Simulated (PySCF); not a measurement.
**One shape, several levels: InH3 (SMILES [InH3])**

We compute a comparison of 6 runs (HF/STO-3G, HF/3-21G, BLYP/3-21G, PBE0/def2-SVP, TPSS/def2-SVPD, BP86/def2-TZVP) of InH3. Input form: a Python script.

Program for the calculation: PySCF 2.14.0.

1 further run of the same task is left out (set aside as unsound or not needed).

### 1 Starting point

InH3: 4 atoms, total charge 0, spin state singlet. As SMILES, `[InH3]`. The coordinates come from a PBE0-D4/def2-TZVP relaxation.

Bond lengths: In1–H2 1.724 Å, In1–H3 1.724 Å, In1–H4 1.724 Å. Angles: H2–In1–H3 120.0°, H2–In1–H4 120.0°, H3–In1–H4 120.0°.

### 2 Energy and forces at HF/STO-3G (run 1)

The input, run.py:

```python
import pyscf.grad
from pyscf import gto, scf

mol = gto.Mole()
mol.atom = '''
In     0.026267    -0.028535    -0.009638
H      0.785181     2.864825     1.281612
H     -2.070384    -0.202768    -2.497084
H      1.364004    -2.747662     1.186748
'''
mol.max_memory = 1860
mol.unit = 'bohr'
mol.verbose = 3
mol.spin = 0
mol.basis = 'sto-3g'
mol.charge = 0
mol.build()

mf = scf.RHF(mol)
mf.conv_tol = 1e-10
mf.kernel()
if not mf.converged:
    mf = mf.newton().run(mf.mo_coeff, mf.mo_occ)

e_tot = mf.e_tot
print(f'total energy: {e_tot:.8f} hartree')
grad = mf.Gradients().kernel()
mf.analyze()
```

The run is started by

```console
$ OMP_NUM_THREADS=1 python run.py
```

Output:

```text
converged SCF energy = -5684.58202407805
total energy: -5684.58202408 hartree
--------------- RHF gradients ---------------
         x                y                z
0 In    -0.0000054251    -0.0000028966    -0.0000125470
1 H     0.0081291299     0.0309961164     0.0138330341
2 H    -0.0224516425    -0.0018664822    -0.0266352623
3 H     0.0143279377    -0.0291267376     0.0128147752
----------------------------------------------
**** MO energy ****
MO #1   energy= -986.855049597802  occ= 2
MO #2   energy= -145.991782594484  occ= 2
MO #3   energy= -138.003793497829  occ= 2
MO #4   energy= -138.002092888301  occ= 2
MO #5   energy= -138.002092878468  occ= 2
MO #6   energy= -27.6788153926152  occ= 2
MO #7   energy= -24.6988863503386  occ= 2
MO #8   energy= -24.6934894686438  occ= 2
MO #9   energy= -24.6934892561866  occ= 2
MO #10  energy= -16.5644694433727  occ= 2
MO #11  energy= -16.5639928615188  occ= 2
MO #12  energy= -16.5639928022252  occ= 2
MO #13  energy= -16.5580991528109  occ= 2
MO #14  energy= -16.5580988914545  occ= 2
MO #15  energy= -4.21729083171469  occ= 2
MO #16  energy= -3.04078308102294  occ= 2
MO #17  energy= -3.02526689125915  occ= 2
MO #18  energy= -3.02526621619944  occ= 2
MO #19  energy= -0.543817723993808 occ= 2
MO #20  energy= -0.532423022614342 occ= 2
MO #21  energy= -0.532418618556441 occ= 2
MO #22  energy= -0.530486615234708 occ= 2
MO #23  energy= -0.530486074382499 occ= 2
MO #24  energy= -0.437533819348334 occ= 2
MO #25  energy= -0.314976202359539 occ= 2
MO #26  energy= -0.314972658445416 occ= 2
MO #27  energy= 0.213417662262366  occ= 0
MO #28  energy= 0.418948804560985  occ= 0
MO #29  energy= 0.570882524923954  occ= 0
MO #30  energy= 0.570901795665615  occ= 0
 ** Mulliken atomic charges  **
charge of    0In =      0.47307
charge of    1H =     -0.15769
charge of    2H =     -0.15769
charge of    3H =     -0.15769
Dipole moment(X, Y, Z, Debye):  0.00005,  0.00002, -0.00012
```

Wall time 2.8 s (1 thread of Intel Xeon at 2.50GHz (Skylake/Cascade Lake), shared host); peak memory 0.12 GiB.

### 3 Energy and forces at HF/3-21G (run 2)

The input, input.py:

```python
from pyscf import gto, scf

mol = gto.M(
    atom=[
    ('In', (0.013900, -0.015100, -0.005100)),
    ('H', (0.415500, 1.516000, 0.678200)),
    ('H', (-1.095600, -0.107300, -1.321400)),
    ('H', (0.721800, -1.454000, 0.628000)),
],
    basis='3-21g',
    spin=0,
    max_memory=1860,
    verbose=3,
)

mf = scf.RHF(mol)
mf.conv_tol = 1e-10
mf.kernel()
if not mf.converged:
    mf = mf.newton().run(mf.mo_coeff, mf.mo_occ)

e_final = mf.e_tot
print('Final energy', e_final)
grad = mf.nuc_grad_method().kernel()
dip = mf.dip_moment()
pop, q = mf.mulliken_pop()
```

The run is started by

```console
$ OMP_NUM_THREADS=1 python input.py
```

Output:

```text
converged SCF energy = -5716.41638595706
Final energy -5716.416385957055
--------------- RHF gradients ---------------
         x                y                z
0 In    -0.0000119468    -0.0000059013    -0.0000171575
1 H    -0.0029602827    -0.0112832453    -0.0050353503
2 H     0.0081927857     0.0006802250     0.0097207729
3 H    -0.0052205562     0.0106089216    -0.0046682651
----------------------------------------------
Dipole moment(X, Y, Z, Debye): -0.00002, -0.00001, -0.00021
 ** Mulliken pop  **
pop of  0 In 1s           1.99992
pop of  0 In 2s           1.99987
pop of  0 In 3s           1.99728
pop of  0 In 4s           1.99813
pop of  0 In 5s           0.70143
pop of  0 In 6s           0.33463
pop of  0 In 2px          1.99954
pop of  0 In 2py          1.99959
pop of  0 In 2pz          1.99956
pop of  0 In 3px          1.99869
pop of  0 In 3py          1.99888
pop of  0 In 3pz          1.99874
pop of  0 In 4px          1.97761
pop of  0 In 4py          1.98366
pop of  0 In 4pz          1.97930
pop of  0 In 5px          0.22661
pop of  0 In 5py          0.48719
pop of  0 In 5pz          0.29944
pop of  0 In 6px          0.07072
pop of  0 In 6py          0.16879
pop of  0 In 6pz          0.09813
pop of  0 In 3dxy         1.99959
pop of  0 In 3dyz         1.99945
pop of  0 In 3dz^2        1.99975
pop of  0 In 3dxz         1.99921
pop of  0 In 3dx2-y2      1.99935
pop of  0 In 4dxy         1.99570
pop of  0 In 4dyz         1.99417
pop of  0 In 4dz^2        1.99732
pop of  0 In 4dxz         1.99077
pop of  0 In 4dx2-y2      1.99280
pop of  1 H 1s            0.38037
pop of  1 H 2s            0.85769
pop of  2 H 1s            0.38039
pop of  2 H 2s            0.85767
pop of  3 H 1s            0.38038
pop of  3 H 2s            0.85768
 ** Mulliken atomic charges  **
charge of    0In =      0.71418
charge of    1H =     -0.23806
charge of    2H =     -0.23806
charge of    3H =     -0.23806
```

It took 3.3 s on 1 thread of Intel Xeon at 2.50GHz (Skylake/Cascade Lake), shared host; peak memory 0.12 GiB.

Runs 3 to 4 aren't shown in full; the table further down has their settings and results.

### 4 Energy and forces at TPSS/def2-SVPD (core potential) (run 5)

The input, start.xyz:

```xyz
4
H3In
In     0.013900    -0.015100    -0.005100
H      0.415500     1.516000     0.678200
H     -1.095600    -0.107300    -1.321400
H      0.721800    -1.454000     0.628000
```

The input, input.py:

```python
from pyscf import gto, dft

molecule = gto.M(
    atom='start.xyz',
    verbose=3,
    max_memory=1860,
    charge=0,
    ecp={'In': 'def2-svp'},
    basis='def2-svpd',
)

calc0 = dft.RKS(molecule)
calc0.xc = 'tpss'
calc0.conv_tol = 1e-10
calc0.grids.level = 5
calc0.kernel()
if not calc0.converged:
    calc0 = calc0.newton().run(calc0.mo_coeff, calc0.mo_occ)

energy = calc0.e_tot
print('E = %.10f Eh' % energy)
grad = calc0.nuc_grad_method().kernel()
calc0.analyze()
```

The run is started by

```console
$ OMP_NUM_THREADS=1 python input.py
```

Output:

```text
converged SCF energy = -191.810738443691
E = -191.8107384437 Eh
--------------- RKS gradients ---------------
         x                y                z
0 In    -0.0000097079    -0.0000049309    -0.0000146598
1 H    -0.0006797901    -0.0025881385    -0.0011548110
2 H     0.0018892838     0.0001560343     0.0022419969
3 H    -0.0012001882     0.0024362331    -0.0010722635
----------------------------------------------
**** MO energy ****
MO #1   energy= -4.51630780815422  occ= 2
MO #2   energy= -2.9575205375836   occ= 2
MO #3   energy= -2.94317269944532  occ= 2
MO #4   energy= -2.94317236121586  occ= 2
MO #5   energy= -0.702376126722984 occ= 2
MO #6   energy= -0.694526951837013 occ= 2
MO #7   energy= -0.694526518001153 occ= 2
MO #8   energy= -0.68990917140041  occ= 2
MO #9   energy= -0.68990739304157  occ= 2
MO #10  energy= -0.395715074752799 occ= 2
MO #11  energy= -0.264212655728812 occ= 2
MO #12  energy= -0.264208783290498 occ= 2
MO #13  energy= -0.0907097434265811 occ= 0
MO #14  energy= -0.0176020511622488 occ= 0
MO #15  energy= 0.0126708354910381 occ= 0
MO #16  energy= 0.0277198948658269 occ= 0
MO #17  energy= 0.027722436966247  occ= 0
MO #18  energy= 0.0592231016582248 occ= 0
MO #19  energy= 0.0592234450251487 occ= 0
MO #20  energy= 0.0883988599860429 occ= 0
MO #21  energy= 0.0884011106528031 occ= 0
MO #22  energy= 0.105082363074109  occ= 0
MO #23  energy= 0.15068995251573   occ= 0
MO #24  energy= 0.164988593554326  occ= 0
MO #25  energy= 0.16499444455387   occ= 0
MO #26  energy= 0.195362462394098  occ= 0
MO #27  energy= 0.227059589198319  occ= 0
MO #28  energy= 0.233440358248483  occ= 0
MO #29  energy= 0.233440664068647  occ= 0
MO #30  energy= 0.28089601722164   occ= 0
MO #31  energy= 0.280899514241972  occ= 0
MO #32  energy= 0.28753086684306   occ= 0
MO #33  energy= 0.348809039718265  occ= 0
MO #34  energy= 0.463425631110732  occ= 0
MO #35  energy= 0.463430344297732  occ= 0
MO #36  energy= 0.472904313770464  occ= 0
MO #37  energy= 0.472909149752496  occ= 0
MO #38  energy= 0.541070592517203  occ= 0
MO #39  energy= 0.563895000929174  occ= 0
MO #40  energy= 0.563906212345841  occ= 0
MO #41  energy= 0.836523682238006  occ= 0
MO #42  energy= 0.861906876774035  occ= 0
MO #43  energy= 0.861922832812261  occ= 0
MO #44  energy= 1.65661073870824   occ= 0
MO #45  energy= 1.67164175936057   occ= 0
MO #46  energy= 1.69686241382218   occ= 0
MO #47  energy= 1.69687091553483   occ= 0
MO #48  energy= 1.70804354831129   occ= 0
MO #49  energy= 1.70804995399827   occ= 0
MO #50  energy= 1.7626848581562    occ= 0
MO #51  energy= 1.98429391423261   occ= 0
MO #52  energy= 1.98430013733926   occ= 0
MO #53  energy= 15.8421200061572   occ= 0
MO #54  energy= 17.3540734730083   occ= 0
MO #55  energy= 17.3541245527207   occ= 0
MO #56  energy= 61.0823805578363   occ= 0
 ** Mulliken atomic charges  **
charge of    0In =      1.86977
charge of    1H =     -0.61859
charge of    2H =     -0.63730
charge of    3H =     -0.61387
Dipole moment(X, Y, Z, Debye): -0.00005, -0.00002, -0.00018
```

Run time: 16 s. Hardware: 1 thread of Intel Xeon at 2.50GHz (Skylake/Cascade Lake), shared host; peak memory 0.56 GiB.

### 5 Energy and forces at BP86/def2-TZVP (core potential) (run 6)

The input, job.py:

```python
# [InH3]
from pyscf import gto, dft

mol = gto.Mole()
mol.atom = [
    ('In', (0.013900, -0.015100, -0.005100)),
    ('H', (0.415500, 1.516000, 0.678200)),
    ('H', (-1.095600, -0.107300, -1.321400)),
    ('H', (0.721800, -1.454000, 0.628000)),
]
mol.ecp = {'In': 'def2-svp'}
mol.basis = 'def2-tzvp'
mol.verbose = 3
mol.max_memory = 1860
mol.build()

mf = dft.RKS(mol)
mf.xc = 'bp86'
mf.grids.level = 5
mf.conv_tol = 1e-10
mf.kernel()
if not mf.converged:
    mf = mf.newton().run(mf.mo_coeff, mf.mo_occ)

etot = mf.e_tot
print(f'total energy: {etot:.8f} hartree')
grad = mf.nuc_grad_method().kernel()
mf.analyze()
```

The run is started by

```console
$ OMP_NUM_THREADS=1 python job.py
```

Output:

```text
converged SCF energy = -192.011345432818
total energy: -192.01134543 hartree
--------------- RKS gradients ---------------
         x                y                z
0 In    -0.0000095163    -0.0000048376    -0.0000144121
1 H    -0.0005998515    -0.0022843858    -0.0010194997
2 H     0.0016689088     0.0001382943     0.0019808533
3 H    -0.0010593886     0.0021511643    -0.0009470653
----------------------------------------------
**** MO energy ****
MO #1   energy= -4.48791413970179  occ= 2
MO #2   energy= -2.93599988231751  occ= 2
MO #3   energy= -2.92226164586959  occ= 2
MO #4   energy= -2.92226128666787  occ= 2
MO #5   energy= -0.700368995224417 occ= 2
MO #6   energy= -0.692277991959824 occ= 2
MO #7   energy= -0.692277537353325 occ= 2
MO #8   energy= -0.688807967556895 occ= 2
MO #9   energy= -0.688806134876644 occ= 2
MO #10  energy= -0.396490893104374 occ= 2
MO #11  energy= -0.261816613998213 occ= 2
MO #12  energy= -0.261812498390184 occ= 2
MO #13  energy= -0.0996694193742211 occ= 0
MO #14  energy= -0.0193096929011451 occ= 0
MO #15  energy= 0.0309477766250699 occ= 0
MO #16  energy= 0.030949675796624  occ= 0
MO #17  energy= 0.0678385822070917 occ= 0
MO #18  energy= 0.0678414983032879 occ= 0
MO #19  energy= 0.0725757344881446 occ= 0
MO #20  energy= 0.113429242020197  occ= 0
MO #21  energy= 0.132024023490763  occ= 0
MO #22  energy= 0.132024302391126  occ= 0
MO #23  energy= 0.227729244551864  occ= 0
MO #24  energy= 0.256270011843987  occ= 0
MO #25  energy= 0.256272088107125  occ= 0
MO #26  energy= 0.327468868900476  occ= 0
MO #27  energy= 0.360752780744277  occ= 0
MO #28  energy= 0.36075361860287   occ= 0
MO #29  energy= 0.47934034247608   occ= 0
MO #30  energy= 0.495422159001176  occ= 0
MO #31  energy= 0.495428342902638  occ= 0
MO #32  energy= 0.581865923094584  occ= 0
MO #33  energy= 0.623897025004889  occ= 0
MO #34  energy= 0.628311234192825  occ= 0
MO #35  energy= 0.628312351283495  occ= 0
MO #36  energy= 0.790558121433757  occ= 0
MO #37  energy= 0.790562406401526  occ= 0
MO #38  energy= 0.858697058049225  occ= 0
MO #39  energy= 0.895577825480781  occ= 0
MO #40  energy= 0.895580567722423  occ= 0
MO #41  energy= 1.00086852088115   occ= 0
MO #42  energy= 1.00398857179363   occ= 0
MO #43  energy= 1.00401068249769   occ= 0
MO #44  energy= 1.55658025932453   occ= 0
MO #45  energy= 1.55659216732603   occ= 0
MO #46  energy= 1.61283431627065   occ= 0
MO #47  energy= 1.66015065306816   occ= 0
MO #48  energy= 1.66018171386579   occ= 0
MO #49  energy= 1.81344409149521   occ= 0
MO #50  energy= 1.93599784328396   occ= 0
MO #51  energy= 2.01826407580719   occ= 0
MO #52  energy= 2.01826793760897   occ= 0
MO #53  energy= 2.12383979812943   occ= 0
MO #54  energy= 2.12713350592853   occ= 0
MO #55  energy= 2.12713999213898   occ= 0
MO #56  energy= 2.15170443613295   occ= 0
MO #57  energy= 2.16167464925167   occ= 0
MO #58  energy= 2.16170457255672   occ= 0
MO #59  energy= 2.29900309722201   occ= 0
MO #60  energy= 2.52167087935735   occ= 0
MO #61  energy= 2.67826793791226   occ= 0
MO #62  energy= 2.67831447011157   occ= 0
MO #63  energy= 3.14723997096106   occ= 0
MO #64  energy= 37.6520694823315   occ= 0
MO #65  energy= 38.7263464001964   occ= 0
MO #66  energy= 38.9425990465279   occ= 0
MO #67  energy= 38.942628826677    occ= 0
MO #68  energy= 125.581789960759   occ= 0
 ** Mulliken atomic charges  **
charge of    0In =      1.72869
charge of    1H =     -0.57657
charge of    2H =     -0.58967
charge of    3H =     -0.56245
Dipole moment(X, Y, Z, Debye): -0.00004, -0.00001, -0.00016
```

Wall time 20 s (1 thread of Intel Xeon at 2.50GHz (Skylake/Cascade Lake), shared host); peak memory 0.66 GiB.

### 6 All runs side by side

```
run                            level  integration grid  core potential   energy (Eh)  dipole moment (D)  HOMO energy (eV)  LUMO energy (eV)  wall time
  1                        HF/STO-3G                 –               –  -5684.582024               0.00             -8.57              5.81      2.8 s
  2                         HF/3-21G                 –               –  -5716.416386               0.00            -10.95              0.64      3.3 s
  3                       BLYP/3-21G                 5               –  -5718.954428               0.00             -6.79             -2.52      7.5 s
  4   PBE0/def2-SVP (core potential)                 5        def2-svp   -191.874914               0.00             -8.14             -1.86       11 s
  5  TPSS/def2-SVPD (core potential)                 5        def2-svp   -191.810738               0.00             -7.19             -2.47       16 s
  6  BP86/def2-TZVP (core potential)                 5        def2-svp   -192.011345               0.00             -7.12             -2.71       20 s
```

### 7 Results

| quantity | value |
| --- | --- |
| run 6: total energy | -192.01135 Eh |
| run 6: dipole moment | 0.00 D |
| run 6: HOMO energy | -7.12 eV |
| run 6: LUMO energy | -2.71 eV |
| run 6: HOMO–LUMO gap | 4.41 eV |
| run 6: largest force on an atom | 0.133 eV/Å |

In words: The HOMO–LUMO gap runs from 4.27 eV (BLYP/3-21G) to 14.38 eV (HF/STO-3G). The two ends differ in method and basis. Totals of different functionals can't be ranked against each other. Some runs of one species differ in core potentials or relativity; totals across that change don't compare. In run 1 the basis is minimal, so the values are rough. In runs 1, 2, 3 relativity is left out where basis or elements ask for it. All runs together took 61 s, the longest 20 s.
